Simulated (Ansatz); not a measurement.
**AlGaH (quartet): wave-function methods side by side, cc-pVDZ**

Aim: climb from Hartree-Fock through coupled cluster and multireference methods for AlGaH (quartet) at one geometry and basis, and see what each rung misses.

The runs use Ansatz 0.2.0, Gaussian basis; cc-pVDZ, core rule «outside noble gas», up to 19 orbitals frozen.

To be run: UHF; CCSD(T) on ROHF; CCSD(T) on UHF; BCCD(T) on ROHF; CISD as a restricted active space (open shells left free, so some higher excitations enter); CCSDT(Q) on ROHF; CCSDT(Q) on UHF; CASSCF and MRCISD+Q, 7 electrons in 9 orbitals; CASSCF and MRCISD+Q(relaxed), 7 electrons in 9 orbitals; CASSCF and NEVPT2, 7 electrons in 9 orbitals.

27 further runs of the same task are left out: 3 for a known fault of the program, 11 that didn't finish, 13 set aside as unsound or not needed. Runs told in other sessions of the task aren't counted.

## (1) The system

The geometry is a PBE0/def2-TZVP stationary point (not a proven minimum). No spin-orbit coupling is included. The filled d shell of Ga may be among the frozen orbitals whatever the setting's name suggests.

3 atoms, charge 0, spin multiplicity 4.

Atoms are counted from 1 here; the program's logs count them from 0.

Bond lengths: Al1–Ga2 2.308 Å, Ga2–H3 1.559 Å. Angles: Al1–Ga2–H3 180.0°.

## (2) UHF

File in.yaml:

```yaml
crystal:
  periodic: [false, false, false]
  atoms:
    - {symbol: Al, position_ang: [0.000000, 0.000000, 2.058500]}
    - {symbol: Ga, position_ang: [0.000000, 0.000000, -0.249900]}
    - {symbol: H, position_ang: [0.000000, 0.000000, -1.808600]}
basis:
  gaussian: {orbitals: cc-pVDZ}
magnetization: {spin_polarized: true, initial_magnetization: 3}
hamiltonian: {xc: hf}
output: {orbitals: {seedname: orbitals}}
```

Launch:

```sh
ansatz run in.yaml --threads 1 --pin off --events-out ev --progress --plain --max-ram 2393MiB
```

After this run come: CCSD(T) on ROHF; CCSD(T) on UHF; BCCD(T) on ROHF; CISD as a restricted active space (open shells left free, so some higher excitations enter); CCSDT(Q) on ROHF; CCSDT(Q) on UHF; CASSCF and MRCISD+Q, 7 electrons in 9 orbitals; CASSCF and MRCISD+Q(relaxed), 7 electrons in 9 orbitals; CASSCF and NEVPT2, 7 electrons in 9 orbitals.

**Question.** What will the summary of the whole plan be? Wanted: UCCSDT(Q) from the RHF energy; RMP2 from UCCSDT(Q); UMP2 from UCCSDT(Q); RCCSD from UCCSDT(Q); RCCSD(T) from UCCSDT(Q); UCCSD(T) from UCCSDT(Q); RCCSDT(Q) from UCCSDT(Q); NEVPT2 valence from UCCSDT(Q); MRCISD+Q valence from UCCSDT(Q).

As calculated:

| quantity | value |
| --- | --- |
| UCCSDT(Q) from the ROHF energy | -3.1570 eV |
| RMP2 from UCCSDT(Q) | +82.0 kJ/mol |
| UMP2 from UCCSDT(Q) | +82.4 kJ/mol |
| RCCSD from UCCSDT(Q) | +17.8 kJ/mol |
| RCCSD(T) from UCCSDT(Q) | +5.1 kJ/mol |
| UCCSD(T) from UCCSDT(Q) | +4.6 kJ/mol |
| RCCSDT(Q) from UCCSDT(Q) | +0.5 kJ/mol |
| NEVPT2 valence from UCCSDT(Q) | +48.7 kJ/mol |
| MRCISD+Q valence from UCCSDT(Q) | -0.2 kJ/mol |
| MRCISD+Q(relaxed) valence from UCCSDT(Q) | -2.4 kJ/mol |
| levels within 1 kcal/mol (43 meV) | RCCSDT, UCCSDT, RCCSDT(Q), MRCISD+Q valence, MRCISD+Q(relaxed) valence |
| T1 diagnostic | 0.037 |
| effectively unpaired electrons | 3.03 |

**Reading.** RCCSD(T) lands +5.1 kJ/mol from the yardstick (1.7 % of the correlation energy). One determinant dominates. Of the multireference levels listed MRCISD+Q valence comes nearest in total energy (-0.2 kJ/mol), which doesn't show that its space is the better one. These misses are within one basis, not against nature; the frozen cores of restricted and unrestricted runs differ, which can shift their rows.
